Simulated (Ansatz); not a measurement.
Set up this calculation in Ansatz 0.2.0, as the native input.

```
Task                : band structure
Functional          : PBEsol
Potentials or basis : all-electron LAPW, relativistic spinors
Cutoff              : 672 eV (chosen from the basis error)
Basis error allowed : 0.002 eV/atom
k mesh              : 7 × 7 × 7
Occupations         : fermi-dirac, width 0.05 eV
Spin                : spin-orbit coupling, no magnetisation
```

Crystal: GeCN2.

```
CELL_PARAMETERS angstrom
1.79379 1.03565 4.92196
-1.79379 1.03565 4.92196
0.00000 -2.07129 4.92196
ATOMIC_POSITIONS crystal
Ge 0.00000 0.00000 0.00000
N 0.58390 0.58390 0.58390
N 0.41610 0.41610 0.41610
C 0.50000 0.50000 0.50000
```

The cell comes from a database or a generator and needn't be the stable form of this composition.

These files were run (other wordings do the same):

input.yaml

```yaml
crystal:
  lattice:
    - [1.7937903697, 1.0356453528, 4.9219572124]
    - [-1.7937903697, 1.0356453528, 4.9219572124]
    - [0.0, -2.0712907056, 4.9219572124]
  atoms:
    - { symbol: Ge, position: [0.0, 0.0, 0.0] }
    - { symbol: "N", position: [0.5839044, 0.5839044, 0.5839044] }
    - { symbol: "N", position: [0.4160956, 0.4160956, 0.4160956] }
    - { symbol: C, position: [0.5, 0.5, 0.5] }
kpoints:
  mp_grid: { grid: [7, 7, 7] }
  band_path:
    path:
      - [0.0, 0.0, 0.0]
      - [0.5, 0.0, 0.0]
      - [0.5, 0.1961825099, -0.1961825099]
    npoints: 8
scf:
  occupations: { method: fermi_dirac, width: 0.05 }
hamiltonian:
  xc: pbesol
  pseudopotentials: { kind: all_electron, lapw: { basis_error: 0.002 } }
magnetization:
  noncollinear: true
  spin_orbit: true
output:
  forces: true
  stress: true
  eigenvalues: true
```

Potentials or basis: all-electron LAPW, relativistic spinors.

Command:

```console
$ ansatz run input.yaml --threads 2 --pin off --max-ram 8192MiB --backend cpu --events-out ev --progress --plain --runs-dir out
```

Results of the run:

- Pressure: -3.3 GPa
- Largest force: 0.045 eV/Å
- Band gap on the k mesh: 1.06 eV, indirect (least direct gap 1.87 eV)
- Band gap along the path: 2.92 eV, direct

Wall time 3.8 min on 2 threads of Arm Neoverse V2, with other jobs on the host, peak memory 1.1 GiB.
